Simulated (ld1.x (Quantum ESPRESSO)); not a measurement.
**An ultrasoft potential for B, from input to tests**

Aim: build the potential from the settings below, then test how well it stands in for the atom: other configurations, scattering, ghost states and the plane-wave cutoff that it needs.

The numbers are computed with ld1.x (Quantum ESPRESSO) 7.5 (PBE, scalar-relativistic, spin-unpolarised reference atom).

## Step 1: Settings

Typed settings, in words:

* element: boron (B, Z = 5)
* type: ultrasoft
* frozen core: [He]
* valence charge: 3
* reference configuration: 2s1 2p0 (charge +2)
* partial waves: 2s (bound): rcut 1.00, rcutus 1.40 bohr; 2s channel at 2.7 Ry: rcut 1.00, rcutus 1.40 bohr; 2p (bound, empty): rcut 3.15, rcutus 3.50 bohr; 2p channel at 4.85 Ry: rcut 3.15, rcutus 3.50 bohr; 3d channel at 0.4 Ry: rcut 3.35, rcutus 3.50 bohr; 3d channel at 1.4 Ry: rcut 3.35, rcutus 3.50 bohr
* local potential: all-electron potential smoothed inside 2.65 bohr (lloc = -1)
* core correction: not asked for
* augmentation charge: PSQ, radius 1.10 bohr

## Step 2: The generation run

File B.in:

```
 &input
   title='B', zed=5., rel=1, dft='PBE', iswitch=3,
   config='[He] 2s1 2p0 3d-2',
   nld=3, rlderiv=3.80, eminld=-4.0, emaxld=5.0, deld=0.02
 /
 &inputp
   pseudotype=3, tm=.true., lloc=-1, rcloc=2.65,
   nlcc=.false.,
   which_augfun='PSQ', rmatch_augfun=1.10,
   file_pseudopw='B.UPF', file_wfcaegen='ae.wfc', file_wfcncgen='nc.wfc', file_beta='beta', file_chi='chi', file_wfcusgen='us.wfc'
 /
6
2S  1  0   1.00   0.00  1.00  1.40  0.0
2S  1  0   0.00   2.70  1.00  1.40  0.0
2P  2  1   0.00   0.00  3.15  3.50  0.0
2P  2  1   0.00   4.85  3.15  3.50  0.0
3D  3  2  -2.00   0.40  3.35  3.50  0.0
3D  3  2  -2.00   1.40  3.35  3.50  0.0
 &test
   configts(1)='2s1 2p0'
 /
```

Launch:

```sh
ld1.x < B.in > B.out
```

The output, B.out (without the banner and most projector matrices):

```text
     Program LD1 v.7.5
     --------------------------- All-electron run ----------------------------

     B
     scalar relativistic calculation

     atomic number is  5.00
     dft =PBE   lsd =0 sic =0 latt =0  beta=0.20 tr2=1.0E-14
     Exchange-correlation= PBE
                           (   1   4   3   4   0   0   0)
     mesh =1059 r(mesh) = 101.04461 a.u. xmin = -7.00 dx = 0.01250
     1 Ry =  13.60569312 eV, c = 137.03599908

     n l     nl                  e(Ry)          e(Ha)          e(eV)
     1 0     1S 1( 2.00)       -15.5211        -7.7605      -211.1752
     2 0     2S 1( 1.00)        -2.3134        -1.1567       -31.4753
     2 1     2P 1( 0.00)        -1.8736        -0.9368       -25.4911

     final scf error:  1.2E-15 reached in  22 iterations

     Etot =     -46.734040 Ry,     -23.367020 Ha,    -635.849013 eV

     Ekin =      46.644731 Ry,      23.322365 Ha,     634.633892 eV
     Encl =    -102.120827 Ry,     -51.060413 Ha,   -1389.424629 eV
     Eh   =      15.146133 Ry,       7.573066 Ha,     206.073635 eV
     Exc  =      -6.404077 Ry,      -3.202039 Ha,     -87.131912 eV

     normalization and overlap integrals

     s(1S/1S) =  1.000000  <r> =   0.3282  <r2> =    0.1461  r(max) =   0.2103
     s(2S/2S) =  1.000000  <r> =   1.6403  <r2> =    3.1583  r(max) =   1.3710
     s(2P/2P) =  1.000000  <r> =   1.5914  <r2> =    3.0830  r(max) =   1.2562

     ------------------------ End of All-electron run ------------------------

     --------------------- Generating US pseudopotential ---------------------

      Generating local potential from pseudized AE potential:
      Matching radius rcloc =   2.6500

      Local pseudo, rcloc= 2.626 Estimated cut-off energy=     3.24 Ry
      Wfc-us  2S rcutus= 1.406  Estimated cut-off energy=    22.63 Ry
      Wfc-us  2S rcutus= 1.406  Estimated cut-off energy=    37.28 Ry
      Wfc-us  2P rcutus= 3.458  Estimated cut-off energy=     7.26 Ry
      Wfc-us  2P rcutus= 3.458  Estimated cut-off energy=     9.42 Ry
      Wfc-us  3D rcutus= 3.458  Estimated cut-off energy=    15.37 Ry
      Wfc-us  3D rcutus= 3.458  Estimated cut-off energy=     8.66 Ry

     Q pseudized with Bessel functions
     Expected ecutrho=     290.0502 due to l1=  2   l2=  2

     ------------------- End of pseudopotential generation -------------------

     [... the all-electron block is printed once more ...]


     Computing logarithmic derivative in   3.79746
     Computing logarithmic derivative in   3.79746
     Computing the partial wave expansion
     R is outside the sphere for l=    0 j= 0.00
     R is outside the sphere for l=    0 j= 0.00
     R is outside the sphere for l=    1 j= 0.00
     R is outside the sphere for l=    1 j= 0.00
     R is outside the sphere for l=    2 j= 0.00
     R is outside the sphere for l=    2 j= 0.00

     ---------------------- Testing the pseudopotential ----------------------

     B
     scalar relativistic calculation

     atomic number is  5.00   valence charge is  3.00
     dft =PBE   lsd =0 sic =0 latt =0  beta=0.20 tr2=1.0E-14
     mesh =1059 r(mesh) = 101.04461 xmin = -7.00 dx = 0.01250

     n l     nl             e AE (Ry)        e PS (Ry)    De AE-PS (Ry)
     1 0     2S   1( 1.00)       -2.31339       -2.31339       -0.00000
     2 1     2P   1( 0.00)       -1.87356       -1.87356       -0.00000

     eps = 4.2E-18  iter =  3

     Etot =     -46.734040 Ry,     -23.367020 Ha,    -635.849013 eV
     Etotps =    -2.726266 Ry,      -1.363133 Ha,     -37.092741 eV

     Ekin =       0.821903 Ry,       0.410951 Ha,      11.182557 eV
     Encl =      -3.492001 Ry,      -1.746001 Ha,     -47.511099 eV
     Ehrt =       0.548394 Ry,       0.274197 Ha,       7.461277 eV
     Ecxc =      -0.481370 Ry,      -0.240685 Ha,      -6.549370 eV
     Epseu=      -0.123191 Ry,      -0.061596 Ha,      -1.676106 eV

     ---------------------- End of pseudopotential test ----------------------
```

Wall time 1.9 s (1 thread of Neoverse-V1, shared host). (Generation and the later configuration tests together.)

Partial waves on a coarse radial grid (AE all-electron, PS pseudo):

| r (bohr) | 2s AE | 2s PS | 2p AE | 2p PS |
| --- | --- | --- | --- | --- |
| 0.175 | -0.3697 | 0.1520 | 0.1040 | 0.0099 |
| 0.350 | -0.1806 | 0.3006 | 0.2883 | 0.0386 |
| 0.525 | 0.1254 | 0.4415 | 0.4634 | 0.0838 |
| 0.700 | 0.4021 | 0.5694 | 0.6008 | 0.1414 |
| 0.875 | 0.6067 | 0.6777 | 0.6939 | 0.2065 |
| 1.050 | 0.7385 | 0.7596 | 0.7489 | 0.2736 |
| 1.225 | 0.8064 | 0.8090 | 0.7704 | 0.3374 |
| 1.400 | 0.8216 | 0.8216 | 0.7628 | 0.3929 |
| 1.575 | 0.7981 | 0.7981 | 0.7327 | 0.4360 |
| 1.750 | 0.7486 | 0.7486 | 0.6872 | 0.4642 |
| 1.925 | 0.6842 | 0.6842 | 0.6326 | 0.4762 |
| 2.100 | 0.6129 | 0.6129 | 0.5736 | 0.4724 |
| 2.275 | 0.5405 | 0.5405 | 0.5138 | 0.4542 |
| 2.450 | 0.4706 | 0.4706 | 0.4557 | 0.4247 |
| 2.625 | 0.4054 | 0.4054 | 0.4006 | 0.3871 |
| 2.800 | 0.3461 | 0.3461 | 0.3496 | 0.3451 |
| 2.975 | 0.2931 | 0.2931 | 0.3030 | 0.3021 |
| 3.150 | 0.2465 | 0.2465 | 0.2610 | 0.2610 |
| 3.325 | 0.2060 | 0.2060 | 0.2235 | 0.2236 |
| 3.500 | 0.1711 | 0.1711 | 0.1905 | 0.1905 |
| 3.675 | 0.1415 | 0.1415 | 0.1616 | 0.1616 |
| 3.850 | 0.1164 | 0.1164 | 0.1365 | 0.1365 |
| 4.025 | 0.0954 | 0.0954 | 0.1148 | 0.1148 |
| 4.200 | 0.0779 | 0.0779 | 0.0963 | 0.0963 |
| 4.375 | 0.0634 | 0.0634 | 0.0805 | 0.0805 |
| 4.550 | 0.0514 | 0.0514 | 0.0671 | 0.0671 |

## Step 3: Configuration tests

File B.test.in:

```
 &input
   title='B', zed=5., rel=1, dft='PBE', iswitch=2,
   config='[He] 2s1 2p0 3d-2'
 /
 &test
   file_pseudo='B.UPF', nconf=8,
   configts(1)='2s1 2p0',
   configts(2)='2s2 2p1',
   configts(3)='2s2 2p0',
   configts(4)='2s2 2p0.5',
   configts(5)='2s1 2p1',
   configts(6)='2s2 2p1.3',
   configts(7)='2s1 2p2',
   configts(8)='2s0 2p3'
 /
```

Launch:

```sh
ld1.x < B.test.in > B.test.out
```

B.test.out, the pseudopotential blocks:

```text
     ---------------------- Testing the pseudopotential ----------------------

     B
     scalar relativistic calculation

     atomic number is  5.00   valence charge is  3.00
     dft =PBE   lsd =0 sic =0 latt =0  beta=0.20 tr2=1.0E-14
     mesh =1059 r(mesh) = 101.04461 xmin = -7.00 dx = 0.01250

     n l     nl             e AE (Ry)        e PS (Ry)    De AE-PS (Ry)
     1 0     2S   1( 1.00)       -2.31339       -2.31339       -0.00000
     2 1     2P   1( 0.00)       -1.87356       -1.87356       -0.00000

     eps = 3.7E-18  iter =  3

     Etot =     -46.734041 Ry,     -23.367020 Ha,    -635.849013 eV
     Etotps =    -2.726266 Ry,      -1.363133 Ha,     -37.092741 eV

     Ekin =       0.821903 Ry,       0.410951 Ha,      11.182557 eV
     Encl =      -3.492001 Ry,      -1.746001 Ha,     -47.511099 eV
     Ehrt =       0.548394 Ry,       0.274197 Ha,       7.461277 eV
     Ecxc =      -0.481370 Ry,      -0.240685 Ha,      -6.549370 eV
     Epseu=      -0.123191 Ry,      -0.061596 Ha,      -1.676106 eV

     ---------------------- End of pseudopotential test ----------------------

     ---------------------- Testing the pseudopotential ----------------------

     B
     [...]
     n l     nl             e AE (Ry)        e PS (Ry)    De AE-PS (Ry)
     1 0     2S   1( 2.00)       -0.69405       -0.65246       -0.04159  !
     2 1     2P   1( 1.00)       -0.26511       -0.17548       -0.08963  !

     eps = 5.1E-15  iter = 16

     Etot =     -49.206684 Ry,     -24.603342 Ha,    -669.491038 eV
     Etotps =    -5.151101 Ry,      -2.575550 Ha,     -70.084297 eV
     dEtot_ae =      -2.472643 Ry
     dEtot_ps =      -2.424835 Ry,   Delta E=      -0.047809 Ry

     [...]
     ---------------------- End of pseudopotential test ----------------------

     ---------------------- Testing the pseudopotential ----------------------

     B
     [...]
     n l     nl             e AE (Ry)        e PS (Ry)    De AE-PS (Ry)
     1 0     2S   1( 2.00)       -1.43403       -1.43634        0.00231
     2 1     2P   1( 0.00)       -0.98227       -0.97320       -0.00907  !

     eps = 8.7E-15  iter = 13

     Etot =     -48.602552 Ry,     -24.301276 Ha,    -661.271411 eV
     Etotps =    -4.596691 Ry,      -2.298346 Ha,     -62.541171 eV
     dEtot_ae =      -1.868512 Ry
     dEtot_ps =      -1.870425 Ry,   Delta E=       0.001913 Ry

     [...]
     ---------------------- End of pseudopotential test ----------------------

     ---------------------- Testing the pseudopotential ----------------------

     B
     [...]
     n l     nl             e AE (Ry)        e PS (Ry)    De AE-PS (Ry)
     1 0     2S   1( 2.00)       -1.03851       -1.01639       -0.02212  !
     2 1     2P   1( 0.50)       -0.59442       -0.54500       -0.04942  !

     eps = 2.2E-15  iter =  9

     Etot =     -48.994466 Ry,     -24.497233 Ha,    -666.603665 eV
     Etotps =    -4.975115 Ry,      -2.487557 Ha,     -67.689887 eV
     dEtot_ae =      -2.260425 Ry
     dEtot_ps =      -2.248849 Ry,   Delta E=      -0.011576 Ry

     [...]
     ---------------------- End of pseudopotential test ----------------------

     ---------------------- Testing the pseudopotential ----------------------

     B
     [...]
     n l     nl             e AE (Ry)        e PS (Ry)    De AE-PS (Ry)
     1 0     2S   1( 1.00)       -1.43999       -1.40685       -0.03314  !
     2 1     2P   1( 1.00)       -0.98910       -0.95021       -0.03888  !

     eps = 5.6E-15  iter =  7

     Etot =     -48.151191 Ry,     -24.075596 Ha,    -655.130332 eV
     Etotps =    -4.138373 Ry,      -2.069187 Ha,     -56.305435 eV
     dEtot_ae =      -1.417151 Ry
     dEtot_ps =      -1.412107 Ry,   Delta E=      -0.005044 Ry

     [...]
     ---------------------- End of pseudopotential test ----------------------

     ---------------------- Testing the pseudopotential ----------------------

     B
     [...]
     n l     nl             e AE (Ry)        e PS (Ry)    De AE-PS (Ry)
     1 0     2S   1( 2.00)       -0.51890       -0.49887       -0.02003  !
     2 1     2P   1( 1.30)       -0.10161       -0.02703       -0.07457  !

     eps = 7.2E-15  iter = 21

     Etot =     -49.260950 Ry,     -24.630475 Ha,    -670.229365 eV
     Etotps =    -5.179481 Ry,      -2.589741 Ha,     -70.470431 eV
     dEtot_ae =      -2.526909 Ry
     dEtot_ps =      -2.453215 Ry,   Delta E=      -0.073694 Ry

     [...]
     ---------------------- End of pseudopotential test ----------------------

     ---------------------- Testing the pseudopotential ----------------------

     B
     [...]
     n l     nl             e AE (Ry)        e PS (Ry)    De AE-PS (Ry)
     1 0     2S   1( 1.00)       -0.72916       -0.65813       -0.07103  !
     2 1     2P   1( 2.00)       -0.29827       -0.18145       -0.11681  !

     eps = 5.4E-16  iter = 16

     Etot =     -48.776654 Ry,     -24.388327 Ha,    -663.640180 eV
     Etotps =    -4.674309 Ry,      -2.337155 Ha,     -63.597215 eV
     dEtot_ae =      -2.042613 Ry
     dEtot_ps =      -1.948043 Ry,   Delta E=      -0.094570 Ry

     [...]
     ---------------------- End of pseudopotential test ----------------------

     ---------------------- Testing the pseudopotential ----------------------

     B
     [...]
     n l     nl             e AE (Ry)        e PS (Ry)    De AE-PS (Ry)
     1 0     2S   1( 0.00)       -0.75829       -0.66684       -0.09145  !
     2 1     2P   1( 3.00)       -0.32646       -0.19131       -0.13515  !

     eps = 7.1E-16  iter = 17

     Etot =     -48.345216 Ry,     -24.172608 Ha,    -657.770177 eV
     Etotps =    -4.198073 Ry,      -2.099036 Ha,     -57.117687 eV
     dEtot_ae =      -1.611176 Ry
     dEtot_ps =      -1.471806 Ry,   Delta E=      -0.139369 Ry

     [...]
     ---------------------- End of pseudopotential test ----------------------
```

The tests as a table, with energies relative to 2s1 2p0. The frozen-core shift comes from a second all-electron run, not shown, with the core orbitals held at their reference shape; it is that run's ΔE less the relaxed one.

| valence configuration | charge | ΔE all-electron (eV) | error AE − PS (meV) | frozen-core shift (meV) |
| --- | --- | --- | --- | --- |
| 2s2 2p1 | 0 | -33.642 | -650 | +5.4 |
| 2s2 2p0 | +1 | -25.422 | +26 | +3.5 |
| 2s2 2p0.5 | +0.5 | -30.755 | -157 | +4.8 |
| 2s1 2p1 | +1 | -19.281 | -69 | +2.0 |
| 2s2 2p1.3 | -0.3 | -34.380 | -1003 | +5.4 |
| 2s1 2p2 | 0 | -27.791 | -1287 | +3.4 |
| 2s0 2p3 | 0 | -21.921 | -1896 | +2.4 |

## Step 4: Does it scatter like the atom?

Taken from the files of the generation run. The phase is arctan(r·u′/u) with u = r·R, unwrapped, with energies in Ry. A pole is an energy at which the radial function vanishes at the test radius. The pseudo phase is shifted by a multiple of π to meet the all-electron one at the reference energy. Levels narrower than the energy grid can be missing from the poles. The last column is the largest difference on the grid between −1 and +1 Ry.

| channel | radius (bohr) | reference (Ry) | poles AE | poles PS | window around the reference with phases within 0.05 rad (Ry) | largest difference near zero (rad) |
| --- | --- | --- | --- | --- | --- | --- |
| s | 3.80 | -2.31 | -2.28, 0.50, 4.53 | -2.28, 0.50, 4.54 | the whole range | 0.004 |
| p | 3.80 | -1.87 | -1.83, 0.53, 4.11 | -1.83, 3.77 | -1.9 to -1.6 | 2.203 |
| d | 3.80 | 0.40 | 0.01, 2.87 | 0.01, 2.98 | -0.5 to 3.8 | 0.132 |

Phases (rad) along the scan:

| E (Ry) | p AE | p PS | s AE | s PS |
| --- | --- | --- | --- | --- |
| -4.00 | 1.415 | 1.419 | 1.410 | 1.410 |
| -3.52 | 1.399 | 1.405 | 1.392 | 1.392 |
| -3.04 | 1.377 | 1.386 | 1.363 | 1.363 |
| -2.56 | 1.341 | 1.356 | 1.284 | 1.284 |
| -2.08 | 1.215 | 1.253 | -1.765 | -1.765 |
| -1.60 | -1.801 | -1.756 | -1.888 | -1.888 |
| -1.12 | -1.997 | -1.848 | -2.141 | -2.140 |
| -0.64 | -2.848 | -1.957 | -3.587 | -3.583 |
| -0.16 | -4.397 | -2.194 | -4.493 | -4.492 |
| 0.32 | -4.657 | -2.951 | -4.674 | -4.674 |
| 0.80 | -4.769 | -4.034 | -4.767 | -4.767 |
| 1.28 | -4.877 | -4.396 | -4.855 | -4.855 |
| 1.76 | -5.116 | -4.533 | -5.013 | -5.013 |
| 2.24 | -6.784 | -4.604 | -5.812 | -5.811 |
| 2.72 | -7.606 | -4.649 | -7.447 | -7.447 |
| 3.20 | -7.749 | -4.681 | -7.692 | -7.692 |
| 3.68 | -7.814 | -4.708 | -7.777 | -7.777 |
| 4.16 | -7.858 | -4.732 | -7.825 | -7.825 |
| 4.64 | -7.898 | -4.758 | -7.861 | -7.861 |

## Step 5: Cutoff and ghost test in a Bessel basis

A separate test, outside the generator: the pseudo-atom's Hamiltonian at the reference potential is diagonalised in spherical Bessel functions j_l(qr) that vanish at 20 bohr, with q² up to the cutoff.

All-electron valence levels (Ry): 2s -2.3134, 2p -1.8736. The lowest levels of each channel (Ry) by cutoff; the last column sums, over occupied levels, occupation times the distance from the level at 400 Ry. A positive value at high cutoff is not a bound level.

| cutoff (Ry) | s #1 | p #1 | d #1 | f #1 | Σ f·Δε (mRy) |
| --- | --- | --- | --- | --- | --- |
| 6 | -2.3060 | -1.8731 | -0.4783 | -0.2675 | 7.4 |
| 8 | -2.3066 | -1.8734 | -0.5737 | -0.2676 | 6.9 |
| 10 | -2.3083 | -1.8735 | -0.5888 | -0.2676 | 5.1 |
| 12 | -2.3104 | -1.8735 | -0.5905 | -0.2676 | 3.0 |
| 18 | -2.3131 | -1.8736 | -0.5921 | -0.2676 | 0.3 |
| 21 | -2.3132 | -1.8736 | -0.5924 | -0.2676 | 0.2 |
| 25 | -2.3132 | -1.8736 | -0.5924 | -0.2676 | 0.2 |
| 400 | -2.3134 | -1.8736 | -0.5924 | -0.2676 | 0.0 |

The sum stays within 10 mRy from 6 Ry or less and within 1 mRy from 18 Ry. The sum leaves out empty levels, which can need more. Ghost test: no level below the all-electron spectrum of its channel (s, p, d, f tested).

## Step 6: Outcome

| quantity | value |
| --- | --- |
| cutoffs for 10 and 1 mRy, occupied levels | 6 Ry or less and 18 Ry |
| bound ghosts | none found |
| largest test error (AE − PS) | -1896 meV, for 2s0 2p3 |
| largest phase difference near zero energy, channels read | 2.203 rad |
| lowest eigenvalue of the overlap (Bessel basis) | 0.158 (p) |
| density cutoff estimated by the generator | 290 Ry |

By total energies transferability is poor: the largest error is 1896 meV on 21.9 eV, for 2s0 2p3. Freezing the core alone would shift it much less, so the error comes from the pseudisation. The potential is soft on the atom at that tolerance: the looser tolerance needs 6 Ry or less. The tighter tolerance needs 18 Ry, and converged work needs a cutoff nearer that. It is free of bound ghosts as far as tested. Near zero energy the largest phase difference among the channels read is 2.20 rad, in the p channel. All of this concerns the isolated atom, not yet a solid.
